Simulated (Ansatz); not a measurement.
# C2H2FNTe: a ladder of functionals and wavefunction methods

The task here is to estimate one member of a computed series from the others.

Program: Ansatz 0.2.0, Gaussian basis. Level of theory: functionals in def2-TZVPP, the program's frozen cores in correlated methods. These are calculated values, not measurements.

The runs, in order: LDA (SPW92), PBE-D4, revPBE-D4, BLYP-D4, r2SCAN-D4, B97M-V, PBE0-D4, B3LYP-D4, r2SCANh-D4, r2SCAN0-D4, HSE06-D4, BHLYP-D4, CAM-B3LYP-D4, LC-ωPBE, ωB97X-V, ωB97M-V, B2PLYP, PBE-QIDH; CCSD(T)/def2-SVP; CCSD(T)/def2-TZVPP; MP2/def2-QZVPP; extrapolation to the limit; RPA on PBE.

### The geometry

All runs share one geometry, relaxed beforehand with PBE0-D4 in a triple-zeta def2 set. Te takes the def2 core potential; no spin-orbit term is included.

SMILES `FC1N=C1[TeH]`, 7 atoms, charge 0, spin multiplicity 1.

Atoms are counted from 1 here; the program's logs count them from 0.

Bond lengths: F1–C2 1.359 Å, C2–N3 1.458 Å, C2–C4 1.427 Å, C2–H6 1.085 Å, N3–C4 1.268 Å, C4–Te5 2.057 Å, Te5–H7 1.656 Å. Angles: F1–C2–N3 116.7°, F1–C2–C4 119.3°, F1–C2–H6 110.6°, N3–C2–C4 52.1°, N3–C2–H6 120.5°, C4–C2–H6 125.7°, C2–N3–C4 62.7°, C2–C4–N3 65.2°, C2–C4–Te5 154.7°, N3–C4–Te5 140.0°, C4–Te5–H7 91.4°.

Coordinates:

```xyz
7
C2H2FNTe
F    -0.1612   -1.9943    0.0850
C     0.3422   -0.8296    0.5729
N    -0.5452   -0.0329    1.4121
C    -0.3024    0.4006    0.2451
Te   -0.8374    1.9443   -1.0040
H     1.3889   -0.9456    0.8338
H     0.1763    1.3896   -2.1905
```

Set-up of the first run:

in.yaml reads:

```yaml
crystal:
  periodic: [false, false, false]
  atoms:
    - {symbol: F, position_ang: [-0.161183, -1.994321, 0.085024]}
    - {symbol: C, position_ang: [0.342238, -0.829565, 0.572913]}
    - {symbol: N, position_ang: [-0.545234, -0.032881, 1.412052]}
    - {symbol: C, position_ang: [-0.302433, 0.400563, 0.245068]}
    - {symbol: Te, position_ang: [-0.837444, 1.944300, -1.004042]}
    - {symbol: H, position_ang: [1.388895, -0.945640, 0.833761]}
    - {symbol: H, position_ang: [0.176260, 1.389644, -2.190476]}
basis:
  gaussian: {orbitals: def2-TZVPP}
hamiltonian: {xc: lda}
output: {orbitals: {seedname: orbitals}}
```

Steps of the session up to this table: LDA; PBE-D4 (GGA); revPBE-D4 (GGA); BLYP-D4 (GGA); r2SCAN-D4 (meta-GGA); B97M-V (meta-GGA); PBE0-D4 (hybrid); B3LYP-D4 (hybrid); r2SCANh-D4 (hybrid); r2SCAN0-D4 (hybrid); HSE06-D4 (hybrid); BHLYP-D4 (hybrid); CAM-B3LYP-D4 (range-separated); LC-ωPBE (range-separated); ωB97X-V (range-separated); ωB97M-V (range-separated); B2PLYP (double hybrid); PBE-QIDH (double hybrid).

One table of the session follows, with a row left open; its other results are not shown here.

It belongs to the step «Frontier levels by functional». 

| functional | HOMO (eV) | LUMO (eV) | gap (eV) |
| --- | --- | --- | --- |
| LDA (SPW92) | -6.36 | -2.44 | 3.92 |
| PBE-D4 | -6.18 | -2.26 | 3.91 |
| revPBE-D4 | -6.12 | -2.19 | 3.93 |
| BLYP-D4 | -6.01 | -2.19 | 3.82 |
| r2SCAN-D4 | -6.43 | -2.09 | 4.33 |
| B97M-V | -6.37 | -2.10 | 4.27 |
| PBE0-D4 | -7.20 | -1.47 | 5.74 |
| B3LYP-D4 | -6.99 | -1.71 | 5.28 |
| r2SCANh-D4 | -6.80 | -1.80 | 5.00 |
| r2SCAN0-D4 | ? | ? | ? |
| HSE06-D4 | -6.81 | -1.84 | 4.97 |
| BHLYP-D4 | -8.08 | -0.64 | 7.44 |
| CAM-B3LYP-D4 | -8.42 | -0.47 | 7.95 |
| LC-ωPBE | -9.70 | 0.70 | 10.40 |
| ωB97X-V | -9.37 | 0.58 | 9.94 |
| ωB97M-V | -9.26 | 0.40 | 9.66 |

Estimate the missing values for r2SCAN0-D4.

Worked estimate for «HOMO (eV)». Against the share of exact exchange, r2SCAN-D4 (0, -6.43), r2SCANh-D4 (0.1, -6.80) give a slope of -3.70 per unit share; at 0.25 the line stands at -7.35.

The run gave: HOMO (eV): -7.37; LUMO (eV): -1.37; gap (eV): 6.00. In «HOMO (eV)» the line misses by +0.02.
